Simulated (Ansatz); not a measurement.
# Si₂F₆: basis-set convergence

One table from this session's results is given with a row withheld; the runs are named, their logs left out.

The runs use Ansatz 0.2.0, Gaussian basis; one geometry, several basis sets.

The runs, in order: PBE0-D4/def2-SVP; ωB97M-V/def2-SVP; PBE0-D4/def2-QZVPP; ωB97M-V/def2-QZVPP; the functionals' def2-TZVPP values are taken from earlier runs.

### The geometry

The geometry comes from an earlier relaxation with PBE0-D4 in a triple-zeta def2 set; it is a stationary point, not always the lowest conformer.

SMILES `F[Si](F)(F)[Si](F)(F)F`, 8 atoms, charge 0, spin multiplicity 1.

Atoms are counted from 1 here; the program's logs count them from 0.

Bond lengths: F1–Si2 1.574 Å, Si2–F3 1.574 Å, Si2–F4 1.574 Å, Si2–Si5 2.331 Å, Si5–F6 1.574 Å, Si5–F7 1.574 Å, Si5–F8 1.574 Å. Angles: F1–Si2–F3 108.3°, F1–Si2–F4 108.3°, F1–Si2–Si5 110.6°, F3–Si2–F4 108.3°, F3–Si2–Si5 110.6°, F4–Si2–Si5 110.6°, Si2–Si5–F6 110.6°, Si2–Si5–F7 110.6°, Si2–Si5–F8 110.6°, F6–Si5–F7 108.3°, F6–Si5–F8 108.3°, F7–Si5–F8 108.3°.

Geometry (Å):

```xyz
8
charge 0, multiplicity 1
F     0.3723   -1.8433    1.2680
Si    0.8005   -0.8553    0.1198
F     0.9467   -1.6799   -1.2130
F     2.2078   -0.2525    0.4854
Si   -0.7774    0.8410   -0.1339
F    -0.9322    1.6579    1.2027
F    -0.3431    1.8357   -1.2739
F    -2.1822    0.2393   -0.5111
```

Set-up of the first run:

File in.yaml:

```yaml
crystal:
  periodic: [false, false, false]
  atoms:
    - {symbol: F, position_ang: [0.372285, -1.843298, 1.267982]}
    - {symbol: Si, position_ang: [0.800462, -0.855339, 0.119803]}
    - {symbol: F, position_ang: [0.946687, -1.679905, -1.213021]}
    - {symbol: F, position_ang: [2.207837, -0.252534, 0.485359]}
    - {symbol: Si, position_ang: [-0.777441, 0.840998, -0.133868]}
    - {symbol: F, position_ang: [-0.932196, 1.657943, 1.202685]}
    - {symbol: F, position_ang: [-0.343118, 1.835727, -1.273865]}
    - {symbol: F, position_ang: [-2.182216, 0.239309, -0.511074]}
basis:
  gaussian: {orbitals: def2-SVP}
hamiltonian: {xc: pbe0, dispersion: d4}
output: {orbitals: {seedname: orbitals}}
```

On the command line:

```sh
$ ansatz run in.yaml --threads 2 --pin off --events-out ev --progress --plain --max-ram 22528MiB --backend cpu
```

Steps of the session up to this table: PBE0-D4 in def2-SVP; ωB97M-V in def2-SVP; PBE0-D4 in def2-QZVPP; ωB97M-V in def2-QZVPP.

One of the session's tables, all rows but one given; the rest of the session is left out.

| functional | basis | HOMO (eV) |
| --- | --- | --- |
| PBE0-D4 | def2-SVP | ? |
| PBE0-D4 | def2-TZVPP | -10.37 |
| PBE0-D4 | def2-QZVPP | -10.41 |
| ωB97M-V | def2-SVP | -12.35 |
| ωB97M-V | def2-TZVPP | -12.51 |
| ωB97M-V | def2-QZVPP | -12.55 |

Estimate the missing values for PBE0-D4, def2-SVP.

As computed: HOMO (eV): -10.23. In the column «HOMO (eV)» it is the highest.
